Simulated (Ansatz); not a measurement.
**NiMoIrPdW in Ansatz: the effect of functional**

NiMoIrPdW:

```
Ni Mo Pd Ir W
1.0
     4.11705    0.00000    0.00000
    -2.05853    3.56547    0.00000
     0.00000    0.00000    5.44580
Ni Mo Pd Ir W
1 1 1 1 1
Direct
  0.00000 0.00000 0.95775
  0.66667 0.33333 0.96161
  0.66667 0.33333 0.46295
  0.33333 0.66667 0.72572
  0.33333 0.66667 0.23642
```

The cell was built by a generator and needn't be a form met in nature.

Alike in all runs:

| Quantity | Value |
| --- | --- |
| Program | Ansatz 0.2.0 |
| Task | band structure |
| Potentials or basis | all-electron LAPW, scalar-relativistic |
| Basis error allowed | 0.002 eV/atom |
| k mesh | 6 × 6 × 4 |
| Occupations | fermi-dirac, width 0.05 eV |
| Spin | collinear spin, ferromagnetic start |
| Starting moments | [1.0, 1.0, 0.0, 0.6, 0.0] μB |

```csv
functional,cutoff,pressure (GPa),largest force (eV/Å)
revPBE,315 eV (chosen from the basis error),?,?
PBEsol,314 eV (chosen from the basis error),-8.0,0.10
BLYP,314 eV (chosen from the basis error),9.7,0.29
```

**Question.** What does the run with functional revPBE give?

**Answer.** Pressure 2.7 GPa; largest force 0.19 eV/Å.

Caveats: the k mesh is thin for a metal, which can move the energy by tens of meV per atom; the starting moments weren't kept.

Runs at the PBE level aren't shown here.
